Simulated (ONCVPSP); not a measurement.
# Ni: generating and testing an ONCV potential

Aim: build the potential from the settings below, then test how well it stands in for the atom: other configurations, scattering, ghost states and the plane-wave cutoff that it needs.

The numbers are computed with ONCVPSP 4.0.1 (PBE, fully relativistic, spin-unpolarised reference atom).

## Step 1: The design

Typed settings, in words:

```json
{"element": "nickel (Ni, Z = 28)", "type": "optimised norm-conserving Vanderbilt (ONCV)", "frozen core": "[Ar]", "valence charge": "10", "reference configuration": "3d8.5 4s1.5", "partial waves": "4s: rc 2.45 bohr, ncon 4, nbas 8, qcut 3.4 1/bohr, 2 projectors, debl 0.7 Ha; p scattering state at 0.17 Ha: rc 1.98 bohr, ncon 4, nbas 8, qcut 3.8 1/bohr, 3 projectors, debl 3.4 Ha; 3d: rc 0.75 bohr, ncon 3, nbas 7, qcut 14.5 1/bohr, local", "local potential": "the d channel", "core correction": "Teter function, parameters optimised by the program"}
```

The nodes and maxima of the atom's own shells, from an earlier all-electron run, set the scale for the radii.

All-electron outer shells of the reference configuration (PBE, scalar-relativistic, ld1.x):

| shell | level (eV) | outermost node (bohr) | outermost maximum (bohr) |
| --- | --- | --- | --- |
| 3p | -68.74 | 0.27 | 0.65 |
| 3d | -6.58 | – | 0.63 |
| 4s | -5.04 | 0.92 | 2.29 |
| 4p | -0.97 | 1.01 | 3.42 |

## Step 2: Generation

Ni.dat reads:

```
# ATOM AND REFERENCE CONFIGURATION
# atsym  z   nc   nv     iexc    psfile
  Ni 28.00    5    2        4      upf
#
#   n    l    f
    1    0    2.00
    2    0    2.00
    2    1    6.00
    3    0    2.00
    3    1    6.00
    3    2    8.50
    4    0    1.50
#
# PSEUDOPOTENTIAL AND OPTIMIZATION
# lmax
    2
#
#   l,   rc,      ep,       ncon, nbas, qcut
    0    2.45    0.00    4    8    3.40
    1    1.98    0.17    4    8    3.80
    2    0.75    0.00    3    7   14.50
#
# LOCAL POTENTIAL
# lloc, lpopt,  rc(5),   dvloc0
    2    5    0.75    0.00
#
# VANDERBILT-KLEINMAN-BYLANDER PROJECTORs
# l, nproj, debl
    0    2    0.70
    1    3    3.40
    2    0    3.50
#
# MODEL CORE CHARGE
# icmod, fcfact, rcfact
    4    0.50    0.00
#
# LOG DERIVATIVE ANALYSIS
# epsh1, epsh2, depsh
   -2.00    5.00    0.02
#
# OUTPUT GRID
# rlmax, drl
    6.00    0.01
#
# TEST CONFIGURATIONS
# ncnf
    4
# nvcnf
#   n    l    f
    2
    3    2    8.00
    4    0    2.00
#
    2
    3    2    8.00
    4    0    1.00
#
    2
    3    2    8.00
    4    0    0.00
#
    2
    3    2    7.00
    4    0    0.00
#
```

The run is started by

```sh
$ oncvpspr.x < Ni.dat > Ni.out
```

**Question.** What will these runs give? Wanted: cutoffs for 1 and 0.1 mHa per electron, occupied waves; bound ghosts; GHOST(+) flags; largest miss of a reference level; largest test error; largest phase difference near zero energy, channels read; rms error of d²Exc/dn², without and with the model core.

**Answer**, as computed:

| quantity | value |
| --- | --- |
| cutoffs for 1 and 0.1 mHa per electron, occupied waves | 120 Ha and 367 Ha |
| bound ghosts | s at -456.44 eV |
| GHOST(+) flags | s at 88 eV, p3/2 at 86 eV, p3/2 at 844 eV, p3/2 at 1464 eV and 2 more (2 near or above the test basis's cutoff) |
| largest miss of a reference level | 135 meV (3d) |
| largest test error (AE − PS) | -969 meV, for 3d7 4s0 |
| largest phase difference near zero energy, channels read | 0.006 rad |
| rms error of d²Exc/dn², without and with the model core | 11.39 and 0.45 mHa |

**Reading.** It has a bound ghost (s), a state that the atom doesn't have, and that rules the file out. Already in the reference configuration the 3d level is off by 135 meV: its channel is the local one, which carries no spin-orbit splitting. By total energies transferability is poor: the largest error is 969 meV on 65.3 eV, for 3d7 4s0. That test lies far up in energy; among those under 40 eV, nearer to bonding, the largest error is 297 meV. It counts as very hard, with 120 Ha needed at the looser tolerance. The tighter tolerance needs 367 Ha, and converged work needs a cutoff nearer that. At the looser tolerance the 3d wave is the slowest; 4s needs 4 Ha. Near zero energy the phases of the channels with partial waves agree within 0.006 rad. The program also flags highly localised states, GHOST(+) (s, p3/2, p1/2).
